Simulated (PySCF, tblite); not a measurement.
# CH₆NOSSi₃ radical: geometry, infrared bands and EPR parameters

Wanted: the infrared bands and EPR parameters of CH₆NOSSi₃ radical (`N#C[SiH2]S[SiH]O[SiH3]`), by calculation.

The runs use tblite 0.8.0 and PySCF 2.14.0, with density-fitted response routines of our own; the level of theory stands in each step. All values are computed, except where a source is named. Atoms count from 0, in the outputs and in this text.

## Step 1: The starting structure

13 atoms, charge 0, multiplicity 2; geometry from: force field or distance geometry start.

Bonds of the start (Å): N0–C1 1.13, C1–Si2 1.85, Si2–S3 2.12, S3–Si4 2.12, Si4–O5 1.73, O5–Si6 1.74, Si2–H7 1.47, Si2–H8 1.46, Si4–H9 1.48, Si6–H10 1.48, Si6–H11 1.44, Si6–H12 1.50.

## Step 2: Optimising the geometry with GFN2-xTB

The job: settings as JSON, then the geometry in Å.

```
{"job": {"kind": "relax", "xc": "GFN2-xTB", "basis": "xTB"}, "charge": 0, "multiplicity": 2}
N     -2.255600     1.599900    -2.300500
C     -2.361400     0.990600    -1.356200
Si    -2.495600    -0.028200     0.183300
S     -1.392600    -1.832400    -0.000800
Si     0.707900    -1.533300    -0.095800
O      1.133800    -0.013900    -0.799200
Si     2.588800     0.464100     0.030100
H     -3.919100    -0.399900     0.268600
H     -2.133700     0.762200     1.361700
H      1.316100    -1.603100     1.246200
H      3.435300    -0.753500     0.022800
H      3.226700     1.600700    -0.591800
H      2.145200     0.747300     1.430200
```

Launch:

```
OMP_NUM_THREADS=1 python probes_run.py task.json out
```

The driver reads the jobs from task.json and runs them one after another.

**Question.** This job is followed by: GFN2-xTB harmonic vibrations, gas phase; UKS B3LYP, pcH-1 on C H N O S Si, non-relativistic, mean-field spin-orbit, GIAO. What will the session give for the following? strongest single infrared mode (GFN2-xTB); zero-point energy (GFN2-xTB); g(iso) (B3LYP); ⟨S²⟩; largest a(iso) (averaged by class); potential on the surface of density 0.002 e/bohr³, 1st and 99th percentile.

**Answer**, as computed:

```
                                                                  quantity                    value
                                 strongest single infrared mode (GFN2-xTB)    1090 cm⁻¹, 548 km/mol
                                              zero-point energy (GFN2-xTB)            39.7 kcal/mol
                                                            g(iso) (B3LYP)                  2.00357
                                                                      ⟨S²⟩       0.752 (exact 0.75)
                                        largest a(iso) (averaged by class)  29Si on Si4, -834.6 MHz
potential on the surface of density 0.002 e/bohr³, 1st and 99th percentile       -1.51 V and 1.83 V
```

What this shows: Relaxing lowered the energy by 1.022 eV in 168 steps; the close pair that moved most is Si4–O5, from 1.728 to 1.612 Å. The frame itself reshapes: Si4···Si6 goes from 2.75 to 3.21 Å. All 33 modes are real, so the xTB geometry is a minimum. The strongest single mode, at 1090 cm⁻¹, moves mainly O5. GFN2-xTB is a fitted tight-binding method: band positions and strengths are rough. Its intensities can rank the bands wrongly. Si4 carries the largest spin population, 0.75 e. The isotropic g lies 1.3 ppt above the free-electron value.
